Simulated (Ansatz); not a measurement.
# CH5AlBNO: trial inputs and their diagnosis

Aim: try 4 inputs for CH5AlBNO as typed, read how each ends, and find what has to change.

Computed with Ansatz 0.2.0, Gaussian basis. Level: the settings change from run to run.

## (1) The geometry

The geometry comes from an earlier relaxation with PBE0-D4 in a triple-zeta def2 set; it is a stationary point, not always the lowest conformer.

SMILES `B1C[NH][AlH][O]1`, 10 atoms, charge 0, spin multiplicity 1.

Atoms are counted from 1 here; the program's logs count them from 0.

Bond lengths: B1–C2 1.591 Å, B1–O5 1.354 Å, B1–H6 1.202 Å, C2–N3 1.464 Å, C2–H7 1.101 Å, C2–H8 1.101 Å, N3–Al4 1.759 Å, N3–H9 1.004 Å, Al4–O5 1.742 Å, Al4–H10 1.568 Å. Angles: C2–B1–O5 116.5°, C2–B1–H6 122.8°, O5–B1–H6 120.7°, B1–C2–N3 108.2°, B1–C2–H7 109.1°, B1–C2–H8 109.1°, N3–C2–H7 112.5°, N3–C2–H8 112.5°, H7–C2–H8 105.3°, C2–N3–Al4 108.2°, C2–N3–H9 116.3°, Al4–N3–H9 135.5°, N3–Al4–O5 98.9°, N3–Al4–H10 134.7°, O5–Al4–H10 126.4°, B1–O5–Al4 108.1°.

## (2) Input 1

in.yaml

```yaml
crystal:
  periodic: [false, false, false]
  atoms:
    - {symbol: B, position_ang: [-1.210023, 0.287041, -0.464814]}
    - {symbol: C, position_ang: [-0.443980, -0.819539, 0.384255]}
    - {symbol: N, position_ang: [0.963054, -0.428931, 0.482397]}
    - {symbol: Al, position_ang: [1.174958, 1.087891, -0.382235]}
    - {symbol: O, position_ang: [-0.466026, 1.325465, -0.914863]}
    - {symbol: H, position_ang: [-2.386334, 0.224769, -0.706103]}
    - {symbol: H, position_ang: [-0.576529, -1.800437, -0.098824]}
    - {symbol: H, position_ang: [-0.924958, -0.914468, 1.370530]}
    - {symbol: H, position_ang: [1.561451, -1.048982, 0.998130]}
    - {symbol: H, position_ang: [2.391488, 2.036193, -0.665573]}
basis:
  gaussian: {orbitals: aug-cc-pVTZ}
hamiltonian: {xc: {name: revPBE0}, dispersion: d3bjatm}
accuracy: high
scf: {lower_state_search: off}
output: {forces: true}
```

Launch:

```console
$ ansatz run in.yaml --threads 2 --pin off --events-out ev --progress --plain --max-ram 4352MiB
```

What it wrote:

```text
Functional definition: revPBE0
  name "revPBE0"
  cite "Zhang & Yang, Phys. Rev. Lett. 80, 890 (1998) doi:10.1103/PhysRevLett.80.890"
  cite "Adamo & Barone, J. Chem. Phys. 110, 6158 (1999) doi:10.1063/1.478522"
  cite "Perdew, Burke & Ernzerhof, Phys. Rev. Lett. 77, 3865 (1996) doi:10.1103/PhysRevLett.77.3865"
  parameter a = 0.25
  parameter kappa = 1.245
  parameter beta = 0.06672455060314922
  exchange = (1 - a)*pbe_x(kappa = kappa, mu = beta*pi^2/3) + a*exact_x
  correlation = pbe_c(beta = beta)
these checks for a lower state are left out or cut short: stability, starts, cluster_reference, orbital_swaps, neighbouring_geometries, increment
Error: with its integrals the run needs 4.36 GiB of memory, and 4.25 GiB are given
refused for memory
```

Wall time 0.3 s (2 threads of Arm Neoverse V1, shared host).

Diagnosis: The program refused the input before any cycle. It says: «with its integrals the run needs 4.36 GiB of memory, and 4.25 GiB are given» The memory limit is under what the program plans for this job. It asks for 4.36 GiB, and 4.25 GiB are there. What to do: raise the memory limit.

## (3) Input 2

in.yaml

```yaml
crystal:
  periodic: [false, false, false]
  atoms:
    - {symbol: B, position_ang: [-0.679740, 0.102225, -0.326620]}
    - {symbol: C, position_ang: [-0.255493, -0.455386, 0.352266]}
    - {symbol: N, position_ang: [0.919125, -0.315282, 0.194005]}
    - {symbol: Al, position_ang: [0.762606, 0.684620, -0.317408]}
    - {symbol: O, position_ang: [-0.274639, 0.867214, -0.577297]}
    - {symbol: H, position_ang: [-1.481220, 0.372996, -0.443315]}
    - {symbol: H, position_ang: [-0.490311, -1.050038, -0.025803]}
    - {symbol: H, position_ang: [-0.458244, -0.454821, 1.073288]}
    - {symbol: H, position_ang: [1.089165, -0.752635, 0.874215]}
    - {symbol: H, position_ang: [1.731735, 1.248920, -0.626078]}
basis:
  gaussian: {orbitals: def2-mTZVP, point_charges: [{charge: 0.50, position_ang: [6.558, -0.983, 0.490]}]}
hamiltonian: {xc: {name: r2SCAN50}, dispersion: d4}
accuracy: high
output: {forces: true}
```

The command is unchanged.

What it wrote, cut to the lines that bear on the results:

```text
Functional definition: r2SCAN50
  name "r2SCAN50"
  cite "Bursch, Neugebauer, Ehlert & Grimme, J. Chem. Phys. 156, 134105 (2022) doi:10.1063/5.0086040"
  cite "Furness, Kaplan, Ning, Perdew & Sun, J. Phys. Chem. Lett. 11, 8208 (2020) doi:10.1021/acs.jpclett.0c02405"
  cite "Furness, Kaplan, Ning, Perdew & Sun, J. Phys. Chem. Lett. 11, 9248 (2020) doi:10.1021/acs.jpclett.0c03077"
  parent r2scan
[...]
2325 factors; integrals over basis functions are off by at most 3.8e-9 eV
[...]
mean field -11841.57906663 eV, -435.1700041880 hartree, gradient 2.9e-8 eV, S^2 0.000000; 0 other end points of the search recorded, 0 dependent functions left out
[...]
reference -11841.57906722 eV, -435.1700042098 hartree; 22, 22 occupied and 96, 96 virtual orbitals, 2325 factors
Total energy: -11841.64863600 eV, -435.1725608154 hartree
Atom 0 at    -0.679740     0.102225    -0.326620 Å, force   -64.593381   -30.047367   -17.183552 eV/Å
Atom 1 at    -0.255493    -0.455386     0.352266 Å, force    29.006866   -23.853736    35.446986 eV/Å
Atom 2 at     0.919125    -0.315282     0.194005 Å, force    28.742782   -65.522417    31.839954 eV/Å
Atom 3 at     0.762606     0.684620    -0.317408 Å, force    89.374911    53.786944   -11.597507 eV/Å
Atom 4 at    -0.274639     0.867214    -0.577297 Å, force   -56.947397    97.560723   -57.547995 eV/Å
Atom 5 at    -1.481220     0.372996    -0.443315 Å, force   -23.418272     0.026559    -2.785224 eV/Å
Atom 6 at    -0.490311    -1.050038    -0.025803 Å, force   -10.859683   -29.917060   -15.150555 eV/Å
Atom 7 at    -0.458244    -0.454821     1.073288 Å, force   -10.298272    -0.902878    30.990890 eV/Å
Atom 8 at     1.089165    -0.752635     0.874215 Å, force     7.168012    -9.325215    10.327055 eV/Å
Atom 9 at     1.731735     1.248920    -0.626078 Å, force    11.839540     8.175878    -4.323566 eV/Å
Dipole moment:    -0.150048    -0.261922     0.370359 e Å
```

Run time: 19 s. Hardware: 2 threads of Arm Neoverse V1, shared host; peak memory 0.53 GiB.

What is wrong: It ended without an error, which proves nothing about the input. The geometry is squeezed well below its size. The shortest distance is 0.74 Å (C2–H7), against 1.00 Å in the relaxed molecule. Its coordinates are also moved off the relaxed structure. Its energy is no property of the relaxed molecule. To mend it, use the relaxed coordinates, and remove the point charge.

## (4) Input 3

in.yaml

```yaml
crystal:
  periodic: [false, false, false]
  atoms:
    - {symbol: B, position_ang: [-1.210023, 0.287041, -0.464814]}
    - {symbol: C, position_ang: [-0.443980, -0.819539, 0.384255]}
    - {symbol: N, position_ang: [0.963054, -0.428931, 0.482397]}
    - {symbol: Al, position_ang: [1.174958, 1.087891, -0.382235]}
    - {symbol: O, position_ang: [-0.466026, 1.325465, -0.914863]}
    - {symbol: H, position_ang: [-2.386334, 0.224769, -0.706103]}
    - {symbol: H, position_ang: [-0.576529, -1.800437, -0.098824]}
    - {symbol: H, position_ang: [-0.924958, -0.914468, 1.370530]}
    - {symbol: H, position_ang: [1.561451, -1.048982, 0.998130]}
    - {symbol: H, position_ang: [2.391488, 2.036193, -0.665573]}
basis:
  gaussian: {orbitals: def2-TZVPP}
total_charge: -1
magnetization: {spin_polarized: true, initial_magnetization: 1}
hamiltonian: {xc: {name: HF}}
correlation: {method: mp2, frozen_orbitals: {B: 9}}
output: {forces: true}
```

The command is unchanged.

What it wrote:

```text
Functional definition: HF
  name "HF"
  cite "Fock, Z. Phys. 61, 126 (1930) doi:10.1007/BF01340294"
  parent pbe
  exchange = exact_x
  correlation = 0
Error: "frozen_orbitals" has no count for C
```

It took 0.05 s on 2 threads of Arm Neoverse V1, shared host.

Diagnosis: The program refused the input. Frozen orbitals are typed for one element alone, and the program wants a count for each. It also asks for charge -1 and multiplicity 2, another species or state than the molecule above. Fix: leave frozen_orbitals out, or give every element a count that its core really has, and set charge and spin to those of the species named.

## (5) Input 4

in.yaml

```yaml
crystal:
  periodic: [false, false, false]
  atoms:
    - {symbol: B, position_ang: [-0.730087, 0.222658, -0.291631]}
    - {symbol: C, position_ang: [-0.321651, -0.505646, 0.288766]}
    - {symbol: N, position_ang: [0.657677, -0.281532, 0.316124]}
    - {symbol: Al, position_ang: [0.855594, 0.646900, -0.248321]}
    - {symbol: O, position_ang: [-0.364547, 0.819275, -0.566678]}
    - {symbol: H, position_ang: [-1.467237, 0.122747, -0.458034]}
    - {symbol: H, position_ang: [-0.364474, -1.087921, -0.059430]}
    - {symbol: H, position_ang: [-0.570042, -0.652243, 0.992895]}
    - {symbol: H, position_ang: [1.068851, -0.655722, 0.597493]}
    - {symbol: H, position_ang: [1.438572, 1.405443, -0.380692]}
basis:
  gaussian: {orbitals: def2-SVP}
total_charge: 1
magnetization: {spin_polarized: true, initial_magnetization: 1}
hamiltonian: {xc: {name: PBE0}, dispersion: d4}
accuracy: high
```

The command is unchanged.

What it wrote:

```text
Functional definition: PBE0
  name "PBE0"
  cite "Adamo & Barone, J. Chem. Phys. 110, 6158 (1999) doi:10.1063/1.478522"
  cite "Perdew, Burke & Ernzerhof, Phys. Rev. Lett. 77, 3865 (1996) doi:10.1103/PhysRevLett.77.3865"
  parent pbe
  parameter a = 0.25
  parameter kappa = 0.804
  parameter beta = 0.06672455060314922
  exchange = (1 - a)*pbe_x(kappa = kappa, mu = beta*pi^2/3) + a*exact_x
  correlation = pbe_c(beta = beta)
2225 factors; integrals over basis functions are off by at most 3.6e-9 eV
mean field evaluation 1: about -11731.2014 eV, gradient 1.2e2 eV
mean field evaluation 2: about -11497.3151 eV, gradient 2.4e2 eV
mean field evaluation 4: about -11787.0530 eV, gradient 1.7e1 eV
mean field evaluation 8: about -11788.5045 eV, gradient 3.6e-1 eV
mean field evaluation 16: about -11789.0615 eV, gradient 7.8e-4 eV
mean field -11789.06148256 eV, -433.2400185712 hartree, gradient 9.7e-8 eV, S^2 0.752228; 0 other end points of the search recorded, 0 dependent functions left out
reference -11789.06148530 eV, -433.2400186719 hartree; 22, 21 occupied and 77, 78 virtual orbitals, 2225 factors
Total energy: -11789.23599940 eV, -433.2464319466 hartree
```

Wall time 11 s (2 threads of Arm Neoverse V1, shared host); peak memory 0.56 GiB.

What is wrong: The run converged, but a converged run isn't a right one. The geometry is squeezed well below its size. The shortest distance is 0.62 Å (N3–H9), against 1.00 Å in the relaxed molecule. It also asks for charge 1 and multiplicity 2, another species or state than the molecule above. Its coordinates are also moved off the relaxed structure. Its energy is no property of the relaxed molecule. Cure: use the relaxed coordinates, and set charge and spin to those of the species named.

## (6) How the tries ended

| input | level | ended | cause | time |
| --- | --- | --- | --- | --- |
| 1 | revPBE0/aug-cc-pVTZ | refused | the memory limit is under what the program plans for this job | 0.3 s |
| 2 | r2SCAN50/def2-mTZVP | converged | the geometry is squeezed well below its size | 19 s |
| 3 | MP2/def2-TZVPP | refused | frozen orbitals are typed for one element alone, and the program wants a count for each | 0.05 s |
| 4 | PBE0/def2-SVP | converged | the geometry is squeezed well below its size | 11 s |

**Reading.** 2 refused, 2 converged. A refusal costs next to no computing time. The dangerous case is the input that converges on a wrong geometry, charge, spin, basis or grid: often only a look at the input shows it.
